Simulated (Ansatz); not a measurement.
# C6H18FGeN3: the cost of one run

Method: one geometry, several basis sets; program: Ansatz 0.2.0, Gaussian basis.

Plan: PBE0-D4/def2-SVP; ωB97M-V/def2-SVP; PBE0-D4/def2-QZVPP; ωB97M-V/def2-QZVPP; the functionals' def2-TZVPP values are taken from earlier runs.

## (1) Structure used throughout

The geometry comes from an earlier relaxation with PBE0-D4 in a triple-zeta def2 set; it is a stationary point, not always the lowest conformer.

29 atoms, charge 0, spin multiplicity 1.

Atoms are counted from 1 here; the program's logs count them from 0.

Bond lengths: C1–N2 1.443 Å, C1–H12 1.102 Å, C1–H13 1.098 Å, C1–H14 1.093 Å, N2–C3 1.443 Å, N2–Ge4 1.820 Å, C3–H15 1.102 Å, C3–H16 1.097 Å, C3–H17 1.090 Å, Ge4–F5 1.748 Å, Ge4–N6 1.801 Å, Ge4–N9 1.820 Å, N6–C7 1.442 Å, N6–C8 1.442 Å, C7–H18 1.098 Å, C7–H19 1.091 Å, C7–H20 1.100 Å, C8–H21 1.091 Å and more. Angles: N2–C1–H12 113.0°, N2–C1–H13 110.3°, N2–C1–H14 110.6°, H12–C1–H13 107.3°, H12–C1–H14 107.9°, H13–C1–H14 107.6°, C1–N2–C3 113.6°, C1–N2–Ge4 118.4°, C3–N2–Ge4 120.0°, N2–C3–H15 112.8°, N2–C3–H16 110.0°, N2–C3–H17 110.4°, H15–C3–H16 107.3°, H15–C3–H17 108.3°, H16–C3–H17 107.8°, N2–Ge4–F5 102.9°, N2–Ge4–N6 107.3°, N2–Ge4–N9 121.9° and more.

## (2) PBE0-D4 in def2-SVP

File in.yaml:

```yaml
crystal:
  periodic: [false, false, false]
  atoms:
    - {symbol: C, position_ang: [-1.502704, 0.636524, 1.772661]}
    - {symbol: N, position_ang: [-0.068283, 0.532391, 1.656505]}
    - {symbol: C, position_ang: [0.579969, 0.103386, 2.872591]}
    - {symbol: Ge, position_ang: [0.638970, 0.085380, 0.040305]}
    - {symbol: F, position_ang: [2.358061, 0.077891, 0.356183]}
    - {symbol: N, position_ang: [0.090375, 1.325394, -1.145205]}
    - {symbol: C, position_ang: [-0.073598, 2.705973, -0.762356]}
    - {symbol: C, position_ang: [0.240736, 1.122719, -2.564951]}
    - {symbol: N, position_ang: [0.358327, -1.546926, -0.714269]}
    - {symbol: C, position_ang: [-0.986182, -1.900375, -1.100647]}
    - {symbol: C, position_ang: [1.159421, -2.677858, -0.311475]}
    - {symbol: H, position_ang: [-1.981288, -0.314191, 2.056627]}
    - {symbol: H, position_ang: [-1.769164, 1.376700, 2.537985]}
    - {symbol: H, position_ang: [-1.942319, 0.965737, 0.828163]}
    - {symbol: H, position_ang: [0.222829, -0.877578, 3.224228]}
    - {symbol: H, position_ang: [0.388110, 0.826957, 3.674875]}
    - {symbol: H, position_ang: [1.658805, 0.043958, 2.727739]}
    - {symbol: H, position_ang: [-0.995742, 3.120419, -1.190899]}
    - {symbol: H, position_ang: [-0.131459, 2.795423, 0.323165]}
    - {symbol: H, position_ang: [0.762049, 3.329872, -1.110758]}
    - {symbol: H, position_ang: [0.410509, 0.067495, -2.782565]}
    - {symbol: H, position_ang: [-0.662962, 1.443001, -3.100222]}
    - {symbol: H, position_ang: [1.086548, 1.694418, -2.973275]}
    - {symbol: H, position_ang: [-1.547417, -1.011511, -1.398553]}
    - {symbol: H, position_ang: [-1.547057, -2.402020, -0.296112]}
    - {symbol: H, position_ang: [-0.967499, -2.583435, -1.959499]}
    - {symbol: H, position_ang: [1.254710, -3.385180, -1.144916]}
    - {symbol: H, position_ang: [0.724701, -3.229031, 0.537445]}
    - {symbol: H, position_ang: [2.162051, -2.353534, -0.032469]}
basis:
  gaussian: {orbitals: def2-SVP}
hamiltonian: {xc: pbe0, dispersion: d4}
output: {orbitals: {seedname: orbitals}}
```

Run with:

```
$ ansatz run in.yaml --threads 11 --pin off --events-out ev --progress --plain --max-ram 166912MiB --backend cpu
```

Q: Estimate wall time and peak memory on 11 threads of AMD EPYC 7R13, shared host.

About 3.8 s, with a peak of 1.8 GiB.
